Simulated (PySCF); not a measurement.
# A diatomic session: TlP

The task here is to estimate one member of a computed series from the others.

The runs use PySCF 2.14.0; Tl def2-SVP with ECP60, P def2-SVP, scalar-relativistic core potentials.

Set-up of the first run:

Settings of the job:

```json
{
 "atoms": "Tl, P",
 "charge": "0",
 "basis": "Tl def2-SVP with ECP60, P def2-SVP",
 "Hamiltonian": "scalar-relativistic core potentials",
 "basis functions": "44",
 "electrons treated": "36",
 "masses in u": "204.9744, 30.9738",
 "levels": "PBE0, PBE, r²SCAN, BP86, TPSS, TPSSh, HSE06, HF, MP2, SCS-MP2, CCSD, CCSD(T)",
 "grid": "80 radial by 434 angular points",
 "occupations": "held fixed by the projection of orbital angular momentum",
 "dissociation limit": "Tl + P, each in its ground configuration",
 "starting distance in angstrom": "2.495",
 "values of 2S to try": "0, 2, 4"
}
```

The run is started by

```sh
OMP_NUM_THREADS=1 python dia.py task.json out
```

Steps of the session up to this table: Input; The PBE0 curve of the state that the search chose; Higher solutions at PBE0; PBE; r²SCAN; BP86 (GGA); TPSS (meta-GGA); TPSSh (hybrid meta-GGA); HSE06 (range-separated hybrid); UHF (mean field); Correlated methods on the Hartree–Fock reference.

One table of the session follows, with a row left open; its other results are not shown here.

It belongs to the step «The curves together». Energy (eV) from each level's lowest point:

| R (Å) | UHF | UHF-MP2 | UHF-SCS-MP2 | UHF-CCSD | UHF-CCSD(T) |
| --- | --- | --- | --- | --- | --- |
| 2.359 | 0.703 | 0.615 | 0.658 | n/a | n/a |
| 2.469 | 0.329 | 0.270 | 0.299 | 0.300 | 0.305 |
| 2.578 | 0.116 | 0.082 | 0.099 | 0.100 | 0.104 |
| 2.661 | 0.033 | 0.017 | 0.025 | 0.026 | 0.028 |
| 2.743 | 0.000 | 0.000 | 0.000 | 0.000 | 0.000 |
| 2.825 | 0.004 | 0.021 | 0.013 | 0.010 | 0.009 |
| 2.935 | ? | ? | ? | ? | ? |
| 3.072 | 0.143 | 0.238 | 0.219 | 0.175 | 0.171 |
| 3.237 | 0.258 | 0.452 | 0.436 | 0.338 | 0.338 |
| 3.456 | 0.370 | 0.691 | 0.682 | n/a | n/a |

**Question.** Estimate the row for R (Å) = 2.935.

Worked estimate for «UHF». A straight line through the neighbours (2.825, 0.004) and (3.072, 0.143) gives 0.004 + (0.143 − 0.004) × (2.935 − 2.825) / (3.072 − 2.825) = 0.066; a parabola fitted to 4 rows on both sides gives 0.059.

As computed: UHF: 0.050; UHF-MP2: 0.093; UHF-SCS-MP2: 0.078; UHF-CCSD: 0.065; UHF-CCSD(T): 0.062. In «UHF» the line misses by +0.016 and the parabola by +0.009.
